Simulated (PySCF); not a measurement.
**VNHClF2 (SMILES [NH]=[V]([F])([F])[Cl]) at 5 levels**

We compute a comparison of 5 runs (HF/STO-3G, PBE0/def2-SVP, PBE0/def2-SVPD, PBE0/aug-cc-pVDZ, PBE/def2-TZVP) of VNHClF2. The job is set up through a Python script.

The calculation is run with PySCF 2.14.0.

## Step 1: The system as given

The species is VNHClF2 (6 atoms), meant as a singlet with charge 0. As SMILES, `[NH]=[V]([F])([F])[Cl]`. The coordinates come from a PBE0-D4/def2-TZVP relaxation.

Bond lengths: N1–V2 1.590 Å, V2–F3 1.722 Å, V2–F4 1.722 Å, V2–Cl5 2.144 Å, N1–H6 1.012 Å. Angles: N1–V2–F3 108.3°, N1–V2–F4 108.3°, N1–V2–Cl5 107.1°, F3–V2–F4 111.2°, F3–V2–Cl5 110.9°, F4–V2–Cl5 110.9°, V2–N1–H6 179.6°.

## Step 2: Energy and forces at HF/STO-3G (run 1)

calc.py reads:

```python
# [NH]=[V]([F])([F])[Cl]
import pyscf.grad
from pyscf import gto, scf

system = gto.M(
    atom=[
    ('N', (-0.811400, 0.382400, 0.744700)),
    ('V', (0.294900, -0.231700, -0.217800)),
    ('F', (1.697600, -0.576300, 0.719700)),
    ('F', (-0.343000, -1.662500, -0.932800)),
    ('Cl', (0.720300, 1.244900, -1.713600)),
    ('H', (-1.516200, 0.779100, 1.353800)),
],
    max_memory=1860,
    verbose=3,
    basis='sto-3g',
    spin=0,
)

mf = scf.RHF(system)
mf.conv_tol = 1e-10
mf.kernel()
if not mf.converged:
    mf = mf.newton().run(mf.mo_coeff, mf.mo_occ)

e_final = mf.e_tot
print('Final energy', e_final)
grad = mf.Gradients().kernel()
mf.analyze()
```

Command:

```console
$ OMP_NUM_THREADS=1 python calc.py
```

The program printed:

```text
converged SCF energy = -1638.35688585263
Final energy -1638.3568858526346
--------------- RHF gradients ---------------
         x                y                z
0 N    -0.0862437011     0.0501534962     0.0735476861
1 V     0.0450530821     0.0435590592    -0.0842575303
2 F     0.0794846118    -0.0160521841     0.0612467765
3 F    -0.0448437533    -0.0822431739    -0.0394365296
4 Cl    -0.0042458928     0.0099667339    -0.0013044707
5 H     0.0107956534    -0.0053839312    -0.0097959320
----------------------------------------------
**** MO energy ****
MO #1   energy= -199.908052492027  occ= 2
MO #2   energy= -103.647831355417  occ= 2
MO #3   energy= -25.9348257711364  occ= 2
MO #4   energy= -25.9347960695963  occ= 2
MO #5   energy= -24.0351293490035  occ= 2
MO #6   energy= -20.4583231050975  occ= 2
MO #7   energy= -20.4575678949507  occ= 2
MO #8   energy= -20.4549853529365  occ= 2
MO #9   energy= -15.2993474153231  occ= 2
MO #10  energy= -10.337741653335   occ= 2
MO #11  energy= -7.78060223330728  occ= 2
MO #12  energy= -7.77664987149387  occ= 2
MO #13  energy= -7.77644703343106  occ= 2
MO #14  energy= -3.46160153697738  occ= 2
MO #15  energy= -2.32098752817271  occ= 2
MO #16  energy= -2.31824956934402  occ= 2
MO #17  energy= -2.31395966397511  occ= 2
MO #18  energy= -1.47149564846579  occ= 2
MO #19  energy= -1.46377234076551  occ= 2
MO #20  energy= -1.0107243105722   occ= 2
MO #21  energy= -0.98616800711047  occ= 2
MO #22  energy= -0.588261996265924 occ= 2
MO #23  energy= -0.537729519687781 occ= 2
MO #24  energy= -0.533136570529402 occ= 2
MO #25  energy= -0.526423949926568 occ= 2
MO #26  energy= -0.514336370762975 occ= 2
MO #27  energy= -0.507078774293456 occ= 2
MO #28  energy= -0.4871491492414   occ= 2
MO #29  energy= -0.450701508066877 occ= 2
MO #30  energy= -0.425906063299513 occ= 2
MO #31  energy= -0.399118354127288 occ= 2
MO #32  energy= -0.358884939869852 occ= 2
MO #33  energy= -0.34624544966602  occ= 2
MO #34  energy= 0.203385464481753  occ= 0
MO #35  energy= 0.206863149884539  occ= 0
MO #36  energy= 0.228503609679662  occ= 0
MO #37  energy= 0.248461115542096  occ= 0
MO #38  energy= 0.281854568312133  occ= 0
MO #39  energy= 0.412353099914413  occ= 0
MO #40  energy= 0.595246199652376  occ= 0
MO #41  energy= 0.615428248793713  occ= 0
MO #42  energy= 0.644214137936732  occ= 0
MO #43  energy= 0.875082727769681  occ= 0
 ** Mulliken atomic charges  **
charge of    0N =     -0.56315
charge of    1V =      1.59621
charge of    2F =     -0.33978
charge of    3F =     -0.33979
charge of    4Cl =     -0.49858
charge of    5H =      0.14509
Dipole moment(X, Y, Z, Debye): -0.87486, -1.15976,  1.84184
```

It took 4.8 s on 1 thread of Intel Xeon at 2.70GHz, shared host; peak memory 0.12 GiB.

## Step 3: Energy and gradient at PBE0/def2-SVP (run 2)

calc.py reads:

```python
import pyscf.grad
from pyscf import gto, dft

mol = gto.Mole()
mol.atom = '''
N   -0.811400   0.382400   0.744700
V    0.294900  -0.231700  -0.217800
F    1.697600  -0.576300   0.719700
F   -0.343000  -1.662500  -0.932800
Cl   0.720300   1.244900  -1.713600
H   -1.516200   0.779100   1.353800
'''
mol.max_memory = 1860
mol.verbose = 3
mol.basis = 'def2-svp'
mol.build()

mf = dft.RKS(mol)
mf.xc = 'pbe0'
mf.grids.level = 5
mf.conv_tol = 1e-10
mf.kernel()
if not mf.converged:
    mf = mf.newton().run(mf.mo_coeff, mf.mo_occ)

energy = mf.e_tot
print('E = %.10f Eh' % energy)
grad = mf.Gradients().kernel()
dip = mf.dip_moment()
pop, q = mf.mulliken_pop()
```

Command:

```console
$ OMP_NUM_THREADS=1 python calc.py
```

The program printed:

```text
converged SCF energy = -1658.31316063769
[... 10 lines left out ...]
Dipole moment(X, Y, Z, Debye): -1.77642,  1.06204,  1.49482
[... 103 lines left out ...]
charge of    5H =      0.18406
```

Run time: 59 s. Hardware: 1 thread of Intel Xeon at 2.70GHz, shared host; peak memory 0.94 GiB.

Runs 3 to 4 aren't shown in full; the table further down has their settings and results.

## Step 4: Energy and gradient at PBE/def2-TZVP (run 5)

geometry.xyz reads:

```xyz
6
ClF2HNV
N     -0.811400     0.382400     0.744700
V      0.294900    -0.231700    -0.217800
F      1.697600    -0.576300     0.719700
F     -0.343000    -1.662500    -0.932800
Cl     0.720300     1.244900    -1.713600
H     -1.516200     0.779100     1.353800
```

input.py reads:

```python
from pyscf import gto, dft

system = gto.M(
    atom='geometry.xyz',
    verbose=4,
    charge=0,
    max_memory=1860,
    basis='def2-tzvp',
)

mf = dft.RKS(system, xc='pbe')
mf.grids.level = 5
mf.conv_tol = 1e-10
mf.kernel()
if not mf.converged:
    mf = mf.newton().run(mf.mo_coeff, mf.mo_occ)

energy = mf.e_tot
print(f'total energy: {energy:.8f} hartree')
grad = mf.nuc_grad_method().kernel()
mf.analyze()
```

Command:

```console
$ OMP_NUM_THREADS=1 python input.py
```

The program printed:

```text
PySCF version 2.14.0

[... 115 lines left out ...]
MO #5   energy= -21.9338471995868  occ= 2
[... 21 lines left out ...]
MO #27  energy= -0.389499823169106 occ= 2
[... 21 lines left out ...]
MO #49  energy= 0.224803145405315  occ= 0
[... 21 lines left out ...]
MO #71  energy= 0.746139456396927  occ= 0
[... 21 lines left out ...]
MO #93  energy= 1.79413910758145   occ= 0
[... 21 lines left out ...]
MO #115 energy= 2.29782384411898   occ= 0
[... 21 lines left out ...]
MO #137 energy= 3.75659852645538   occ= 0
[... 21 lines left out ...]
MO #159 energy= 6.73966708583995   occ= 0
[... 21 lines left out ...]
MO #181 energy= 56.46836976668     occ= 0
[... 190 lines left out ...]
Dipole moment(X, Y, Z, Debye): -1.50688,  0.96993,  1.22259
```

It took 3 min on 1 thread of Intel Xeon at 2.70GHz, shared host; peak memory 2.5 GiB.

## Step 5: Overview of the runs

```csv
run,level,integration grid,energy (Eh),dipole moment (D),HOMO energy (eV),LUMO energy (eV),wall time
1,HF/STO-3G,–,-1638.356886,2.35,-9.42,5.53,4.8 s
2,PBE0/def2-SVP,5,-1658.313161,2.55,-8.98,-3.49,59 s
3,PBE0/def2-SVPD,5,-1658.349903,2.60,-9.25,-3.77,80 s
4,PBE0/aug-cc-pVDZ,5,-1658.854313,2.48,-9.14,-3.60,2.8 min
5,PBE/def2-TZVP,5,-1658.922080,2.17,-7.67,-4.37,3 min
```

## Step 6: Outcome

| quantity | value |
| --- | --- |
| run 5: total energy | -1658.92208 Eh |
| run 5: dipole moment | 2.17 D |
| run 5: HOMO energy | -7.67 eV |
| run 5: LUMO energy | -4.37 eV |
| run 5: HOMO–LUMO gap | 3.30 eV |
| run 5: largest force on an atom | 1.213 eV/Å |

**Reading.** The dipole moment (its size) runs from 2.17 D (PBE/def2-TZVP) to 2.60 D (PBE0/def2-SVPD). The two ends differ in method and basis. The HOMO–LUMO gap runs from 3.30 eV (PBE/def2-TZVP) to 14.96 eV (HF/STO-3G). Totals of different functionals can't be ranked against each other. In run 1 the basis is minimal, so the values are rough. All runs together took 8.2 min, the longest 3 min.
